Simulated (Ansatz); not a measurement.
# FH₄O₂Si₂ radical: basis-set convergence

How large a basis does FH₄O₂Si₂ radical need? Two functionals and correlated methods are run in growing sets.

Method: one geometry, several basis sets; program: Ansatz 0.2.0, Gaussian basis.

Levels to be run: PBE0-D4/def2-SVP; ωB97M-V/def2-SVP; PBE0-D4/def2-QZVPP; ωB97M-V/def2-QZVPP; CCSD(T)/cc-pV(D+d)Z; CCSD(T)/cc-pV(T+d)Z; MP2/cc-pV(Q+d)Z; the functionals' def2-TZVPP values are taken from earlier runs.

### Step 1. The geometry

The geometry comes from an earlier relaxation with PBE0-D4 in a triple-zeta def2 set; it is a stationary point, not always the lowest conformer.

SMILES `O[SiH][SiH](O)F`, 9 atoms, charge 0, spin multiplicity 2.

Atoms are counted from 1 here; the program's logs count them from 0.

Bond lengths: O1–Si2 1.667 Å, O1–H6 0.959 Å, Si2–Si3 2.348 Å, Si2–H7 1.497 Å, Si3–O4 1.634 Å, Si3–F5 1.602 Å, Si3–H8 1.478 Å, O4–H9 0.961 Å. Angles: Si2–O1–H6 118.1°, O1–Si2–Si3 101.2°, O1–Si2–H7 110.0°, Si3–Si2–H7 117.4°, Si2–Si3–O4 105.0°, Si2–Si3–F5 111.1°, Si2–Si3–H8 116.2°, O4–Si3–F5 111.1°, O4–Si3–H8 107.7°, F5–Si3–H8 105.8°, Si3–O4–H9 116.1°.

Coordinates:

```xyz
9
charge 0, multiplicity 2
O    -1.4389    1.1698   -0.0962
Si    0.2165    1.3388    0.0075
Si    0.8872   -0.8979    0.2589
O    -0.4367   -1.6770    0.8165
F     1.3730   -1.5144   -1.1374
H    -1.9462    1.8999   -0.4554
H     0.7306    2.0835   -1.1856
H     1.9886   -1.1443    1.2126
H    -1.2854   -1.3046    0.5621
```

### Step 2. PBE0-D4 in def2-SVP

in.yaml

```yaml
crystal:
  periodic: [false, false, false]
  atoms:
    - {symbol: O, position_ang: [-1.438863, 1.169783, -0.096237]}
    - {symbol: Si, position_ang: [0.216521, 1.338778, 0.007541]}
    - {symbol: Si, position_ang: [0.887158, -0.897855, 0.258860]}
    - {symbol: O, position_ang: [-0.436730, -1.676979, 0.816462]}
    - {symbol: F, position_ang: [1.372959, -1.514415, -1.137393]}
    - {symbol: H, position_ang: [-1.946242, 1.899862, -0.455392]}
    - {symbol: H, position_ang: [0.730561, 2.083458, -1.185637]}
    - {symbol: H, position_ang: [1.988639, -1.144258, 1.212634]}
    - {symbol: H, position_ang: [-1.285402, -1.304573, 0.562063]}
basis:
  gaussian: {orbitals: def2-SVP}
magnetization: {spin_polarized: true, initial_magnetization: 1}
hamiltonian: {xc: pbe0, dispersion: d4}
output: {orbitals: {seedname: orbitals}}
```

Command:

```
$ ansatz run in.yaml --threads 2 --pin off --events-out ev --progress --plain --max-ram 20480MiB --backend cpu
```

The runs that follow: ωB97M-V in def2-SVP; PBE0-D4 in def2-QZVPP; ωB97M-V in def2-QZVPP; CCSD(T) in cc-pV(D+d)Z; CCSD(T) in cc-pV(T+d)Z; MP2 in cc-pV(Q+d)Z.

**Question.** What will the summary of the whole plan be? Wanted: MP2 correlation recovered, cc-pV(D+d)Z; MP2 correlation recovered, cc-pV(T+d)Z; MP2 correlation recovered, cc-pV(Q+d)Z; CCSD(T) limit from def2 sets; PBE0-D4: double and triple zeta above quadruple; ωB97M-V: double and triple zeta above quadruple.

The runs gave:

| quantity | value |
| --- | --- |
| MP2 correlation recovered, cc-pV(D+d)Z | 67.4 % |
| MP2 correlation recovered, cc-pV(T+d)Z | 87.3 % |
| MP2 correlation recovered, cc-pV(Q+d)Z | 94.7 % |
| CCSD(T) limit from def2 sets (earlier runs) less the limit of this series | -66 meV |
| PBE0-D4: double and triple zeta above quadruple | 15.60, 0.95 eV |
| ωB97M-V: double and triple zeta above quadruple | 15.71, 0.89 eV |

In words: PBE0-D4 gains 14.65 eV from double to triple zeta, then 0.95 eV more. Correlation climbs from 67 % (cc-pV(D+d)Z) to 95 % (cc-pV(Q+d)Z) of the limit; Hartree-Fock is 0.252 eV from its own by then. A limit from the def2 sets, made apart, differs by 66 meV, a least measure of the doubt on such a limit. Total energies overstate the basis error of differences, where much of it tends to cancel.
